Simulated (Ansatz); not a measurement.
# CH9NSSi2: two geometries relaxed

Aim: relax the geometries before and after the inversion of the pyramid at N4, and see whether they are two minima and how far apart in energy. SMILES of the start: CS[SiH](N)[SiH3].

Program: Ansatz 0.2.0. Level of theory: RKS PBE0-D4/def2-SVP. These are calculated values, not measurements.

## 1. The system as given

Bond lengths: C1–S2 1.747 Å, S2–Si3 2.126 Å, Si3–N4 1.658 Å, Si3–Si5 2.319 Å, C1–H6 1.073 Å, C1–H7 1.113 Å, C1–H8 1.154 Å, Si3–H9 1.530 Å, N4–H10 1.069 Å, N4–H11 0.947 Å, Si5–H12 1.527 Å, Si5–H13 1.543 Å, Si5–H14 1.443 Å. Angles (14 of 22 angles, heavy atoms first): C1–S2–Si3 102.9°, S2–Si3–N4 106.8°, S2–Si3–Si5 114.7°, N4–Si3–Si5 115.3°, S2–C1–H6 116.1°, S2–C1–H7 109.8°, S2–C1–H8 111.2°, S2–Si3–H9 106.1°, N4–Si3–H9 103.4°, Si5–Si3–H9 109.7°, Si3–N4–H10 106.8°, Si3–N4–H11 115.8°, Si3–Si5–H12 110.6°, Si3–Si5–H13 109.9°.

As a file:

```xyz
14

C    -2.0901    0.1975    0.8247
S    -0.6957   -0.2392    1.7817
Si    0.8206   -0.5058    0.3159
N     0.3636   -1.7983   -0.6172
Si    1.3809    1.4144   -0.8575
H    -2.4043   -0.5220    0.0930
H    -2.9600    0.3909    1.4913
H    -1.9215    1.1979    0.2743
H     2.0480   -1.0272    1.0658
H    -0.0648   -2.5206    0.0441
H     1.0626   -2.2413   -1.0771
H     1.9467    2.4746    0.0848
H     0.1237    2.0054   -1.5298
H     2.3774    1.1444   -1.8651
```

## 2. Relaxing end A

Input file input.yaml:

```yaml
crystal:
  periodic: [false, false, false]
  atoms:
    - { symbol: C, position_ang: [-2.0901, 0.1975, 0.8247] }
    - { symbol: S, position_ang: [-0.6957, -0.2392, 1.7817] }
    - { symbol: Si, position_ang: [0.8206, -0.5058, 0.3159] }
    - { symbol: "N", position_ang: [0.3636, -1.7983, -0.6172] }
    - { symbol: Si, position_ang: [1.3809, 1.4144, -0.8575] }
    - { symbol: H, position_ang: [-2.4043, -0.522, 0.093] }
    - { symbol: H, position_ang: [-2.96, 0.3909, 1.4913] }
    - { symbol: H, position_ang: [-1.9215, 1.1979, 0.2743] }
    - { symbol: H, position_ang: [2.048, -1.0272, 1.0658] }
    - { symbol: H, position_ang: [-0.0648, -2.5206, 0.0441] }
    - { symbol: H, position_ang: [1.0626, -2.2413, -1.0771] }
    - { symbol: H, position_ang: [1.9467, 2.4746, 0.0848] }
    - { symbol: H, position_ang: [0.1237, 2.0054, -1.5298] }
    - { symbol: H, position_ang: [2.3774, 1.1444, -1.8651] }
basis:
  gaussian: { orbitals: def2-SVP }
hamiltonian:
  xc: pbe0
  dispersion: d4
relax:
  f_tol: 0.015
  max_steps: 40
```

The run is started by

```bash
ansatz run input.yaml --threads 2 --pin off --max-ram 3072MiB --backend cpu --events-out ev --progress --plain --runs-dir out
```

Output, cut to the lines that bear on the results:

```text
Warning: RAYON_NUM_THREADS=2 ignored (pool sized by the plan → 2); use --threads N
[...]
Functional definition: PBE0
[...]
1337 factors; integrals over basis functions are off by at most 3.4e-4 eV
[...]
mean field -29241.02715885 eV, -1074.5879278076 hartree, gradient 4.0e-5 eV, S^2 0.000000; 0 other end points of the search recorded, 0 dependent functions left out
[...]
reference -29241.02719074 eV, -1074.5879289796 hartree; 33, 33 occupied and 94, 94 virtual orbitals, 1337 factors
relax step   1: F+E_penalty+E_count = -29241.35106676 eV  Δ(F+E_penalty+E_count) = +0.000e0 eV  max|allowed force component| = 4.591e0 eV/Å  Δτ_max = 0.0000 Å  (25 SCF iters, accepted)
[...]
relax step   4: F+E_penalty+E_count = -29242.07479184 eV  Δ(F+E_penalty+E_count) = +3.143e-4 eV  max|allowed force component| = 1.163e0 eV/Å  Δτ_max = 0.1969 Å  (28 SCF iters, rejected (line search))
[...]
relax step   7: F+E_penalty+E_count = -29242.11819789 eV  Δ(F+E_penalty+E_count) = -1.252e-2 eV  max|allowed force component| = 1.191e-1 eV/Å  Δτ_max = 0.1133 Å  (26 SCF iters, accepted)
[...]
relax step  10: F+E_penalty+E_count = -29242.12120621 eV  Δ(F+E_penalty+E_count) = -1.287e-3 eV  max|allowed force component| = 1.553e-2 eV/Å  Δτ_max = 0.0499 Å  (25 SCF iters, accepted)
[...]
relax step  12: F+E_penalty+E_count = -29242.12140795 eV  Δ(F+E_penalty+E_count) = +3.948e-5 eV  max|allowed force component| = 2.338e-2 eV/Å  Δτ_max = 0.0289 Å  (24 SCF iters, rejected (line search))
[...]
reference -29241.79492672 eV, -1074.6161427565 hartree; 33, 33 occupied and 94, 94 virtual orbitals, 1337 factors
Total energy: -29242.12156252 eV, -1074.6281464006 hartree
Atom 0 at    -2.058717     0.264698     0.780267 Å, force    -0.003217     0.001394    -0.001787 eV/Å
Atom 1 at    -0.683895    -0.043728     1.937834 Å, force    -0.001567    -0.000210     0.003835 eV/Å
Atom 2 at     0.867447    -0.520011     0.537156 Å, force     0.001871    -0.001108     0.003657 eV/Å
Atom 3 at     0.338292    -1.799108    -0.502005 Å, force     0.001153     0.005038    -0.007967 eV/Å
Atom 4 at     1.362085     1.316629    -0.836802 Å, force     0.000663    -0.002124    -0.003021 eV/Å
Atom 5 at    -2.030996    -0.461190    -0.044562 Å, force     0.000969     0.001765     0.001960 eV/Å
Atom 6 at    -2.993253     0.136944     1.342853 Å, force     0.003299    -0.000478    -0.002455 eV/Å
Atom 7 at    -2.019077     1.287158     0.378977 Å, force    -0.000441    -0.002701     0.001778 eV/Å
Atom 8 at     2.024503    -0.827203     1.439501 Å, force    -0.002468     0.002359     0.000553 eV/Å
Atom 9 at     0.093943    -2.707840    -0.122985 Å, force     0.000450    -0.001452     0.002913 eV/Å
Atom 10 at     0.682440    -1.869756    -1.452533 Å, force    -0.001491    -0.001899     0.000543 eV/Å
Atom 11 at     2.030776     2.385825    -0.034194 Å, force     0.000558    -0.002276     0.000011 eV/Å
Atom 12 at     0.105835     1.876544    -1.426965 Å, force     0.000681    -0.000595     0.000887 eV/Å
Atom 13 at     2.267716     0.931738    -1.967642 Å, force    -0.000460     0.002288    -0.000908 eV/Å
Dipole moment:    -0.080121    -0.303060    -0.384785 e Å
```

Run time: 44 s. Hardware: 2 threads of Intel Xeon Platinum 8488C (Sapphire Rapids), shared host; peak memory 0.34 GiB.

Relaxation path:

```tsv
step	energy from step 1 (eV)	largest force component (eV/Å)
1	0.0000	4.5908
2	-0.5980	1.2467
3	-0.7240	0.2836
4x	-0.7237	1.1633
5	-0.7453	0.1926
6	-0.7546	0.3419
7	-0.7671	0.1191
8x	-0.7671	0.2960
9	-0.7689	0.0615
10	-0.7701	0.0155
11	-0.7704	0.0089
12x	-0.7703	0.0234
13	-0.7705	0.0080
```

Step 1 is the start. 3 steps were tried and not accepted (marked x).

After: Bond lengths: C1–S2 1.824 Å, S2–Si3 2.144 Å, Si3–N4 1.731 Å, Si3–Si5 2.346 Å, C1–H6 1.099 Å, C1–H7 1.098 Å, C1–H8 1.099 Å, Si3–H9 1.499 Å, N4–H10 1.014 Å, N4–H11 1.013 Å, Si5–H12 1.495 Å, Si5–H13 1.497 Å, Si5–H14 1.499 Å. Angles (14 of 22 angles, heavy atoms first): C1–S2–Si3 99.7°, S2–Si3–N4 109.6°, S2–Si3–Si5 111.2°, N4–Si3–Si5 106.9°, S2–C1–H6 110.2°, S2–C1–H7 107.3°, S2–C1–H8 111.2°, S2–Si3–H9 102.2°, N4–Si3–H9 116.5°, Si5–Si3–H9 110.5°, Si3–N4–H10 120.7°, Si3–N4–H11 120.7°, Si3–Si5–H12 109.9°, Si3–Si5–H13 110.3°.

## 3. Relaxing end B

The second end starts from a geometry with the move made by hand.

input.yaml, as its differences from that of step 2:

```diff
@@ -12,4 +12,4 @@
     - { symbol: H, position_ang: [2.048, -1.0272, 1.0658] }
-    - { symbol: H, position_ang: [-0.0648, -2.5206, 0.0441] }
-    - { symbol: H, position_ang: [1.0626, -2.2413, -1.0771] }
+    - { symbol: H, position_ang: [-0.69147, -1.7139, -0.7664] }
+    - { symbol: H, position_ang: [0.75106, -1.84026, -1.48003] }
     - { symbol: H, position_ang: [1.9467, 2.4746, 0.0848] }
@@ -25 +25,3 @@
   max_steps: 40
+output:
+  orbitals: {}
```

The run is started by

```bash
ansatz run input.yaml --threads 2 --pin off --max-ram 3072MiB --backend cpu --events-out ev --progress --plain --runs-dir out
```

Output, cut to the lines that bear on the results:

```text
Warning: RAYON_NUM_THREADS=2 ignored (pool sized by the plan → 2); use --threads N
[...]
[... 1 set-up line as earlier in the session ...]
[...]
1338 factors; integrals over basis functions are off by at most 3.1e-4 eV
[...]
mean field -29240.96732182 eV, -1074.5857288374 hartree, gradient 4.2e-5 eV, S^2 0.000000; 0 other end points of the search recorded, 0 dependent functions left out
[...]
reference -29240.96735250 eV, -1074.5857299647 hartree; 33, 33 occupied and 94, 94 virtual orbitals, 1338 factors
relax step   1: F+E_penalty+E_count = -29241.29384862 eV  Δ(F+E_penalty+E_count) = +0.000e0 eV  max|allowed force component| = 4.810e0 eV/Å  Δτ_max = 0.0000 Å  (25 SCF iters, accepted)
[...]
relax step   4: F+E_penalty+E_count = -29241.95727427 eV  Δ(F+E_penalty+E_count) = -1.309e-2 eV  max|allowed force component| = 2.490e-1 eV/Å  Δτ_max = 0.0982 Å  (26 SCF iters, accepted)
[...]
relax step   7: F+E_penalty+E_count = -29241.97986582 eV  Δ(F+E_penalty+E_count) = -9.319e-3 eV  max|allowed force component| = 6.638e-1 eV/Å  Δτ_max = 0.0874 Å  (28 SCF iters, accepted)
[...]
relax step  10: F+E_penalty+E_count = -29242.09451153 eV  Δ(F+E_penalty+E_count) = -2.234e-2 eV  max|allowed force component| = 3.514e-1 eV/Å  Δτ_max = 0.2000 Å  (27 SCF iters, accepted)
[...]
relax step  11: F+E_penalty+E_count = -29242.10384858 eV  Δ(F+E_penalty+E_count) = -9.337e-3 eV  max|allowed force component| = 2.780e-1 eV/Å  Δτ_max = 0.1785 Å  (28 SCF iters, accepted)
[...]
relax step  12: F+E_penalty+E_count = -29242.10544738 eV  Δ(F+E_penalty+E_count) = -1.599e-3 eV  max|allowed force component| = 3.966e-1 eV/Å  Δτ_max = 0.1194 Å  (29 SCF iters, accepted)
[...]
1338 factors; integrals over basis functions are off by at most 5.6e-4 eV
```

## 4. The log goes on: end point B relaxed

The log, continued:

```text
mean field -29241.79053438 eV, -1074.6159813410 hartree, gradient 8.4e-5 eV, S^2 0.000000; 0 other end points of the search recorded, 0 dependent functions left out
the calculation of the forces begins
reference -29241.79056568 eV, -1074.6159824910 hartree; 33, 33 occupied and 94, 94 virtual orbitals, 1338 factors
relax step  13: F+E_penalty+E_count = -29242.11704909 eV  Δ(F+E_penalty+E_count) = -1.160e-2 eV  max|allowed force component| = 3.172e-1 eV/Å  Δτ_max = 0.0407 Å  (26 SCF iters, accepted)
these checks for a lower state are left out or cut short: starts, cluster_reference, orbital_swaps, neighbouring_geometries, increment
1338 factors; integrals over basis functions are off by at most 5.4e-4 eV
mean field evaluation 96: about -29241.7920 eV, gradient 7.2e-2 eV
mean field -29241.79201164 eV, -1074.6160356293 hartree, gradient 8.7e-5 eV, S^2 0.000000; 0 other end points of the search recorded, 0 dependent functions left out
the calculation of the forces begins
reference -29241.79204297 eV, -1074.6160367806 hartree; 33, 33 occupied and 94, 94 virtual orbitals, 1338 factors
relax step  14: F+E_penalty+E_count = -29242.11884753 eV  Δ(F+E_penalty+E_count) = -1.798e-3 eV  max|allowed force component| = 1.478e-1 eV/Å  Δτ_max = 0.0383 Å  (25 SCF iters, accepted)
these checks for a lower state are left out or cut short: starts, cluster_reference, orbital_swaps, neighbouring_geometries, increment
1338 factors; integrals over basis functions are off by at most 5.3e-4 eV
mean field -29241.79358283 eV, -1074.6160933694 hartree, gradient 8.8e-5 eV, S^2 0.000000; 0 other end points of the search recorded, 0 dependent functions left out
the calculation of the forces begins
reference -29241.79361416 eV, -1074.6160945208 hartree; 33, 33 occupied and 94, 94 virtual orbitals, 1338 factors
relax step  15: F+E_penalty+E_count = -29242.12028904 eV  Δ(F+E_penalty+E_count) = -1.442e-3 eV  max|allowed force component| = 3.007e-2 eV/Å  Δτ_max = 0.0331 Å  (25 SCF iters, accepted)
these checks for a lower state are left out or cut short: starts, cluster_reference, orbital_swaps, neighbouring_geometries, increment
1338 factors; integrals over basis functions are off by at most 5.2e-4 eV
mean field -29241.79408072 eV, -1074.6161116667 hartree, gradient 8.6e-5 eV, S^2 0.000000; 0 other end points of the search recorded, 0 dependent functions left out
the calculation of the forces begins
reference -29241.79411207 eV, -1074.6161128186 hartree; 33, 33 occupied and 94, 94 virtual orbitals, 1338 factors
relax step  16: F+E_penalty+E_count = -29242.12075340 eV  Δ(F+E_penalty+E_count) = -4.644e-4 eV  max|allowed force component| = 3.656e-2 eV/Å  Δτ_max = 0.0267 Å  (25 SCF iters, accepted)
these checks for a lower state are left out or cut short: starts, cluster_reference, orbital_swaps, neighbouring_geometries, increment
1338 factors; integrals over basis functions are off by at most 5.1e-4 eV
mean field -29241.79440437 eV, -1074.6161235605 hartree, gradient 8.6e-5 eV, S^2 0.000000; 0 other end points of the search recorded, 0 dependent functions left out
the calculation of the forces begins
reference -29241.79443573 eV, -1074.6161247129 hartree; 33, 33 occupied and 94, 94 virtual orbitals, 1338 factors
relax step  17: F+E_penalty+E_count = -29242.12106217 eV  Δ(F+E_penalty+E_count) = -3.088e-4 eV  max|allowed force component| = 4.868e-2 eV/Å  Δτ_max = 0.0245 Å  (25 SCF iters, accepted)
these checks for a lower state are left out or cut short: starts, cluster_reference, orbital_swaps, neighbouring_geometries, increment
1338 factors; integrals over basis functions are off by at most 5.1e-4 eV
mean field -29241.79462361 eV, -1074.6161316173 hartree, gradient 7.6e-6 eV, S^2 0.000000; 0 other end points of the search recorded, 0 dependent functions left out
the calculation of the forces begins
reference -29241.79465497 eV, -1074.6161327699 hartree; 33, 33 occupied and 94, 94 virtual orbitals, 1338 factors
relax step  18: F+E_penalty+E_count = -29242.12124360 eV  Δ(F+E_penalty+E_count) = -1.814e-4 eV  max|allowed force component| = 3.135e-2 eV/Å  Δτ_max = 0.0144 Å  (23 SCF iters, accepted)
these checks for a lower state are left out or cut short: starts, cluster_reference, orbital_swaps, neighbouring_geometries, increment
1338 factors; integrals over basis functions are off by at most 4.9e-4 eV
mean field -29241.79483508 eV, -1074.6161393888 hartree, gradient 8.5e-5 eV, S^2 0.000000; 0 other end points of the search recorded, 0 dependent functions left out
the calculation of the forces begins
reference -29241.79486646 eV, -1074.6161405419 hartree; 33, 33 occupied and 94, 94 virtual orbitals, 1338 factors
relax step  19: F+E_penalty+E_count = -29242.12136772 eV  Δ(F+E_penalty+E_count) = -1.241e-4 eV  max|allowed force component| = 1.488e-2 eV/Å  Δτ_max = 0.0247 Å  (25 SCF iters, accepted)
1338 factors; integrals over basis functions are off by at most 4.9e-4 eV
mean field evaluation 128: about -29227.7309 eV, gradient 7.7e1 eV
mean field -29241.79483508 eV, -1074.6161393888 hartree, gradient 8.5e-5 eV, S^2 0.000000; 1 other end points of the search recorded, 0 dependent functions left out
the calculation of the forces begins
reference -29241.79486646 eV, -1074.6161405419 hartree; 33, 33 occupied and 94, 94 virtual orbitals, 1338 factors
Total energy: -29242.12139910 eV, -1074.6281403951 hartree
Atom 0 at    -2.093337     0.373129     0.771324 Å, force    -0.003817     0.012038     0.008941 eV/Å
Atom 1 at    -0.713766    -0.123117     1.856335 Å, force    -0.014575     0.004680    -0.006191 eV/Å
Atom 2 at     0.782844    -0.526899     0.376056 Å, force    -0.006158    -0.014878     0.008283 eV/Å
Atom 3 at     0.167186    -1.662534    -0.775793 Å, force    -0.000214    -0.005580    -0.014362 eV/Å
Atom 4 at     1.347426     1.408596    -0.823616 Å, force     0.013410     0.007837    -0.004731 eV/Å
Atom 5 at    -2.106705    -0.247553    -0.135626 Å, force     0.005439     0.001498     0.000607 eV/Å
Atom 6 at    -3.024148     0.212861     1.331311 Å, force    -0.002163    -0.008905     0.006201 eV/Å
Atom 7 at    -2.021131     1.435211     0.498061 Å, force     0.007600    -0.003648    -0.009285 eV/Å
Atom 8 at     1.935882    -0.984978     1.217565 Å, force     0.004907     0.006487    -0.008823 eV/Å
Atom 9 at    -0.122444    -2.591579    -0.488668 Å, force     0.004507     0.007148     0.004032 eV/Å
Atom 10 at     0.486389    -1.649765    -1.737596 Å, force    -0.002733    -0.002590     0.005707 eV/Å
Atom 11 at     2.074275     2.364876     0.066540 Å, force    -0.001468    -0.002671    -0.004551 eV/Å
Atom 12 at     0.113479     2.079414    -1.341444 Å, force     0.002124    -0.005261     0.006236 eV/Å
Atom 13 at     2.222941     1.090778    -1.998977 Å, force    -0.006858     0.003846     0.007935 eV/Å
Dipole moment:    -0.105551    -0.255113    -0.412324 e Å
```

Wall time 64 s (2 threads of Intel Xeon Platinum 8488C (Sapphire Rapids), shared host); peak memory 0.34 GiB.

Relaxation path:

```tsv
step	energy from step 1 (eV)	largest force component (eV/Å)
1	0.0000	4.8103
2	-0.5694	1.3625
3	-0.6503	0.4176
4	-0.6634	0.2490
5	-0.6713	0.1830
6	-0.6767	0.6203
7	-0.6860	0.6638
8	-0.7329	0.5737
9	-0.7783	0.3284
10	-0.8007	0.3514
11	-0.8100	0.2780
12	-0.8116	0.3966
13	-0.8232	0.3172
14	-0.8250	0.1478
15	-0.8264	0.0301
16	-0.8269	0.0366
17	-0.8272	0.0487
18	-0.8274	0.0314
19	-0.8275	0.0149
```

Step 1 is the start.

After: Bond lengths: C1–S2 1.824 Å, S2–Si3 2.143 Å, Si3–N4 1.731 Å, Si3–Si5 2.346 Å, C1–H6 1.099 Å, C1–H7 1.098 Å, C1–H8 1.099 Å, Si3–H9 1.499 Å, N4–H10 1.015 Å, N4–H11 1.013 Å, Si5–H12 1.495 Å, Si5–H13 1.497 Å, Si5–H14 1.500 Å. Angles (14 of 22 angles, heavy atoms first): C1–S2–Si3 99.7°, S2–Si3–N4 109.6°, S2–Si3–Si5 111.5°, N4–Si3–Si5 106.7°, S2–C1–H6 110.3°, S2–C1–H7 107.3°, S2–C1–H8 111.2°, S2–Si3–H9 101.9°, N4–Si3–H9 116.5°, Si5–Si3–H9 110.7°, Si3–N4–H10 120.9°, Si3–N4–H11 120.7°, Si3–Si5–H12 109.9°, Si3–Si5–H13 110.4°.

## 5. Outcome

| quantity | value |
| --- | --- |
| end A | 9 moves, 0.770 eV lower |
| end B | 18 moves, 0.828 eV lower |
| largest difference between the ends | 0.03 Å |
| end B relative to end A | +0.000 eV |

**Reading.** The two relaxations end at one structure, within 0.03 Å: no second minimum was found from this start, which doesn't rule one out.
